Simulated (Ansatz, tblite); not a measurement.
# WO2Cl2 (WCl2O2): one state, many levels, part 2 of 2

Aim: run the singlet of WO2Cl2 (WCl2O2) at one geometry on many levels, and compare frontier levels, spin and run time.

Ansatz 0.2.0, Gaussian basis; as each input shows. The steps go on from the part before.

### 15 CCSD(T)/def2-TZVPP

File in.yaml:

```yaml
crystal:
  periodic: [false, false, false]
  atoms:
    - {symbol: W, position_ang: [0.064417, -0.000189, 0.045012]}
    - {symbol: O, position_ang: [0.125453, -0.014716, 1.747866]}
    - {symbol: O, position_ang: [1.684586, 0.006719, -0.482873]}
    - {symbol: Cl, position_ang: [-0.940518, 1.921111, -0.638721]}
    - {symbol: Cl, position_ang: [-0.933948, -1.912935, -0.671284]}
basis:
  gaussian: {orbitals: def2-TZVPP, initial_orbitals: start.molden}
correlation: {method: ccsd_t}
scf: {omitted_lower_state_checks: [starts]}
output: {orbitals: {seedname: orbitals}}
```

Started as:

```console
$ ansatz run in.yaml --threads 4 --pin off --events-out ev --progress --plain --max-ram 3916MiB
```

The log of the run:

```text
Functional definition: HF
  name "HF"
  cite "Fock, Z. Phys. 61, 126 (1930) doi:10.1007/BF01340294"
  parent pbe
  exchange = exact_x
  correlation = 0
these checks for a lower state are left out or cut short: starts
1295 factors; integrals over basis functions are off by at most 1.0e-3 eV
mean field evaluation 1: about -30893.4456 eV, gradient 4.4e1 eV
mean field evaluation 2: about -30894.8901 eV, gradient 2.1e0 eV
mean field evaluation 4: about -30895.4766 eV, gradient 2.6e0 eV
mean field evaluation 8: about -30895.4906 eV, gradient 8.5e-4 eV
mean field -30895.49058163 eV, -1135.3883371592 hartree, gradient 1.7e-6 eV, S^2 0.000000; 0 other end points of the search recorded, 0 dependent functions left out
12 core orbitals not correlated: weight in the atoms' cores, before any rotation towards them, 1.000 or more for the frozen orbitals, at most 0.000 for the correlated occupied ones
reference -30895.49058163 eV, -1135.3883371592 hartree; 20, 20 occupied and 170, 170 virtual orbitals, 1295 factors
second order -37.60243374 eV of doubles, -0.00000000 eV of singles
cycle   1  -33.64912889 eV  change     4.0e0 eV  update   3.3e-1
cycle   2  -35.68830539 eV  change    -2.0e0 eV  update   2.4e-1
cycle   3  -36.07459179 eV  change   -3.9e-1 eV  update   4.4e-2
cycle   4  -36.08507652 eV  change   -1.0e-2 eV  update   2.1e-2
cycle   5  -36.06362385 eV  change    2.1e-2 eV  update   5.8e-3
cycle   6  -36.06571593 eV  change   -2.1e-3 eV  update   2.1e-3
cycle   7  -36.06495778 eV  change    7.6e-4 eV  update   1.1e-3
cycle   8  -36.06412398 eV  change    8.3e-4 eV  update   4.2e-4
cycle   9  -36.06437133 eV  change   -2.5e-4 eV  update   2.1e-4
cycle  10  -36.06459935 eV  change   -2.3e-4 eV  update   8.0e-5
cycle  11  -36.06449763 eV  change    1.0e-4 eV  update   5.0e-5
cycle  12  -36.06443412 eV  change    6.4e-5 eV  update   2.1e-5
cycle  13  -36.06450020 eV  change   -6.6e-5 eV  update   8.5e-6
cycle  14  -36.06447887 eV  change    2.1e-5 eV  update   3.0e-6
perturbative correction -2.21471822 eV, -0.0813893936 hartree
Total energy: -30933.76977873 eV, -1136.7950717060 hartree
Checks for a lower state left out: starts
```

Run time: 98 s. Hardware: 4 threads of Arm Neoverse V2, shared host; peak memory 2.9 GiB.

Report: Hartree-Fock HOMO -13.50 eV, LUMO -0.03 eV; T1 0.023.

### 16 MP2/def2-TZVP

Edit in.yaml of step 15 so:

```diff
@@ -9,4 +9,4 @@
 basis:
-  gaussian: {orbitals: def2-TZVPP, initial_orbitals: start.molden}
-correlation: {method: ccsd_t}
+  gaussian: {orbitals: def2-TZVP, initial_orbitals: start.molden}
+correlation: {method: mp2}
 scf: {omitted_lower_state_checks: [starts]}
```

Same command.

The log of the run:

```text
Functional definition: HF
  name "HF"
  cite "Fock, Z. Phys. 61, 126 (1930) doi:10.1007/BF01340294"
  parent pbe
  exchange = exact_x
  correlation = 0
these checks for a lower state are left out or cut short: starts
1204 factors; integrals over basis functions are off by at most 1.1e-3 eV
mean field evaluation 1: about -30893.3678 eV, gradient 4.0e1 eV
mean field evaluation 2: about -30894.6031 eV, gradient 1.8e0 eV
mean field evaluation 4: about -30895.2173 eV, gradient 4.7e-2 eV
mean field evaluation 8: about -30895.2175 eV, gradient 2.4e-6 eV
mean field -30895.21746670 eV, -1135.3783003706 hartree, gradient 2.5e-6 eV, S^2 0.000000; 0 other end points of the search recorded, 0 dependent functions left out
12 core orbitals not correlated: weight in the atoms' cores, before any rotation towards them, 1.000 or more for the frozen orbitals, at most 0.000 for the correlated occupied ones
reference -30895.21746670 eV, -1135.3783003706 hartree; 20, 20 occupied and 144, 144 virtual orbitals, 1204 factors
second order -35.66946937 eV of doubles, -0.00000000 eV of singles
Total energy: -30930.88693606 eV, -1136.6891291922 hartree
Checks for a lower state left out: starts
```

Wall time 1.4 s (4 threads of Arm Neoverse V2, shared host).

Hartree-Fock HOMO -13.50 eV, LUMO -0.09 eV.

### 17 RPA/def2-TZVP

Edit in.yaml of step 16 so:

```diff
@@ -10,4 +10,4 @@
   gaussian: {orbitals: def2-TZVP, initial_orbitals: start.molden}
-correlation: {method: mp2}
+hamiltonian: {xc: pbe}
+correlation: {method: rpa}
 scf: {omitted_lower_state_checks: [starts]}
-output: {orbitals: {seedname: orbitals}}
```

Launched as before.

The log of the run:

```text
Functional definition: PBE
  name "PBE"
  cite "Perdew, Burke & Ernzerhof, Phys. Rev. Lett. 77, 3865 (1996) doi:10.1103/PhysRevLett.77.3865"
  parent pbe
  parameter kappa = 0.804
  parameter beta = 0.06672455060314922
  exchange = pbe_x(kappa = kappa, mu = beta*pi^2/3)
  correlation = pbe_c(beta = beta)
these checks for a lower state are left out or cut short: starts
1204 factors; integrals over basis functions are off by at most 1.1e-3 eV
mean field evaluation 1: about -30961.2213 eV, gradient 1.4e1 eV
mean field evaluation 2: about -30961.3853 eV, gradient 1.9e-1 eV
mean field evaluation 4: about -30961.3761 eV, gradient 3.3e-4 eV
mean field evaluation 8: about -30961.3761 eV, gradient 1.2e-6 eV
mean field -30961.37611694 eV, -1137.8095859232 hartree, gradient 2.3e-6 eV, S^2 0.000000; 0 other end points of the search recorded, 0 dependent functions left out
12 core orbitals not correlated: weight in the atoms' cores, before any rotation towards them, 1.000 or more for the frozen orbitals, at most 0.000 for the correlated occupied ones
reference -30892.80534187 eV, -1135.2896564180 hartree; 20, 20 occupied and 144, 144 virtual orbitals, 1204 factors
Total energy: -30943.53578004 eV, -1137.1539656346 hartree
Checks for a lower state left out: starts
```

It took 3 s on 4 threads of Arm Neoverse V2, shared host.

### 18 Comparison

```csv
level,functions,HOMO (eV),LUMO (eV),gap (eV),time
LDA/def2-TZVP,176,-8.33,-4.31,4.02,0.75 s
PBE-D4/def2-SVP,96,-8.08,-3.89,4.19,0.75 s
PBE-D4/def2-TZVP,176,-8.10,-4.05,4.06,1.5 s
r2SCAN-D4/def2-TZVP,176,-8.50,-4.03,4.47,3 s
B97M-V/def2-TZVP,176,-8.57,-3.97,4.59,5.5 s
r2SCANh-D4/def2-TZVP,176,-9.10,-3.77,5.33,3.6 s
PBE0-D4/def2-SVP,96,-9.79,-3.30,6.49,1.1 s
PBE0-D4/def2-TZVP,176,-9.73,-3.40,6.33,1.8 s
BHLYP-D4/def2-TZVP,176,-11.24,-2.59,8.65,1.9 s
CAM-B3LYP-D4/def2-TZVP,176,-11.16,-2.38,8.78,2.1 s
ωB97X-V/def2-TZVP,176,-12.16,-1.33,10.84,5.5 s
ωB97M-V/def2-TZVP,176,-12.07,-1.35,10.72,6.5 s
```

The pieces so far (eV):

```csv
basis,HF,MP2 correlation,CCSD correlation,(T),total
def2-TZVPP,-30895.4906,-37.6024,-36.0645,-2.2147,-30933.7698
def2-TZVP,-30895.2175,-35.6695,,,-30930.8869 (MP2)
```

### 19 Binding energy

Free atoms were run apart at each level; binding is atoms less cluster, divided by the number of atoms, without zero-point or spin-orbit terms.

```
                method  binding an atom (eV)  from CCSD(T)/def2-TZVPP (eV)    time
          HF/def2-TZVP                 2.574                        -2.088        
         HF/def2-TZVPP                 2.622                        -2.040        
         LDA/def2-TZVP                 5.759                        +1.097  0.75 s
      B97M-V/def2-TZVP                 4.814                        +0.152   5.5 s
    BHLYP-D4/def2-TZVP                 4.184                        -0.478   1.9 s
CAM-B3LYP-D4/def2-TZVP                 4.631                        -0.031   2.1 s
     ωB97X-V/def2-TZVP                 4.728                        +0.066   5.5 s
     ωB97M-V/def2-TZVP                 4.613                        -0.049   6.5 s
         MP2/def2-TZVP                 5.139                        +0.477   1.4 s
       CCSD/def2-TZVPP                 4.380                        -0.282        
    CCSD(T)/def2-TZVPP                 4.662                             0    98 s
```

Among the levels timed on like hardware and quicker than the yardstick, those that no quicker one beats, quickest first: LDA/def2-TZVP (0.75 s, +1.097 eV); MP2/def2-TZVP (1.4 s, +0.477 eV); CAM-B3LYP-D4/def2-TZVP (2.1 s, -0.031 eV).

### 20 Outcome

The summary covers parts 1 to 2.

```
                                                 quantity                              value
gap in def2-TZVP, named functionals, smallest and largest  4.02 eV (LDA), 10.84 eV (ωB97X-V)
                   correlation energy, CCSD(T)/def2-TZVPP                          -38.28 eV
                        correlation energy, MP2/def2-TZVP                          -35.67 eV
                      binding an atom, CCSD(T)/def2-TZVPP                           4.662 eV
          PBE0 total energy, smallest basis above largest     14.19 eV (def2-SVP, def2-TZVP)
```

In words: Over the named functionals in def2-TZVP the gap runs from 4.02 eV (LDA) to 10.84 eV (ωB97X-V); exact exchange widens it. The functionals in def2-TZVP miss CCSD(T)/def2-TZVPP by -0.478 (BHLYP-D4) to +1.097 eV (LDA) an atom. CCSD(T)/def2-TZVPP isn't at the basis-set limit; small misses against it rank nothing.

CAM-B3LYP-D4/def2-TZVP reaches 0.031 eV from the reference in 2.1 s, where CCSD(T)/def2-TZVPP took 98 s; the quickest level in the cost chart, LDA/def2-TZVP, takes 0.75 s and misses by 1.097 eV. The slowest run with a step of its own, CCSD(T)/def2-TZVPP, took 98 s; the quickest functional in def2-TZVP took 0.75 s (shared host).
